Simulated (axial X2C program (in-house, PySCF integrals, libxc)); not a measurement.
# HWH⁺: the levels of the configuration d3 s0 p(π)0

Which Ω levels does HWH⁺ have in the configuration d3 s0 p(π)0, and how far apart?

The runs use an in-house X2C program for linear molecules on PySCF integrals; two-component X2C, average-of-configuration Hartree–Fock and CI in the open shells.

All values are calculated.

**1. Set-up**

The input, task.json:

```json
{"zs": [1, 74, 1], "q": 1, "bas": ["dyall-v3z", "dyall-v3z", "dyall-v3z"], "r0": 1.69, "metal": 1, "shells": [[2, [0, 1, 2], 3], [0, [0], 0], [1, [1], 0]], "fix": 0, "emax": 3.2, "nroots": 4}
```

Keys: zs atomic numbers; q charge; bas basis sets; r0 starting distance in Å; metal index of the metal atom; shells open shells as [l, |m| values, electrons]; fix electron count of the first shell held; emax energy window in eV; nroots roots for each Ω.

Command:

```bash
$ python soci.py task.json out
```

Two-component X2C with atomic mean-field Coulomb and Gaunt terms, basis H dyall-v3z, W dyall-v3z (cores contracted in-house). Orbitals come from Hartree–Fock averaged over the configuration W d3 s0 p(π)0; CI then distributes these electrons over the d, s, p(π) shells of W.

**2. CI at H–W–H held linear, both bonds 1.798 Å**

Before running it: what results should come out? Wanted: lowest level of the model; next level; lowest curve, Re and ωe.

As calculated:

```
                 quantity                        value
lowest level of the model  Ω = 1/2, g∥ = 1.29, 100% d3
               next level    Ω = 3/2, 1712 cm⁻¹ higher
  lowest curve, Re and ωe         1.811 Å, 1994.1 cm⁻¹
```

In the lowest level ⟨Sz⟩ = 0.15 and ⟨Lz⟩ = 0.35; its leading determinant has weight 0.53 among 97. From 1.798 to 1.672 Å the gap from the lowest to the fifth level goes from 4522 to 4373 cm⁻¹. Without dynamic correlation distances can be off by several hundredths of an Å, and the wavenumbers are rough. There is no dynamic correlation: spin–orbit spacings and, for f shells, spacings inside one term are the most reliable numbers, splittings between terms come out too wide, and energies between configurations are not reliable, so the lowest level need not be the ground state of the molecule. For d shells the ligand-field splittings (σ, π, δ) and their order can be off by a thousand cm⁻¹ or more. At most 4 roots were kept for each Ω > 0 (twice that for Ω = 0) within 3.2 eV of the lowest, so higher up levels can be missing between those listed; levels with Ω > 0 are doubly degenerate and listed once, Ω = 0 levels singly. Some active spinors are only partly of the character that their shell is named for, so the shell names and counts are nominal. States that fill the shells left empty in the average are placed too high. The molecule was held linear; bending was not examined.
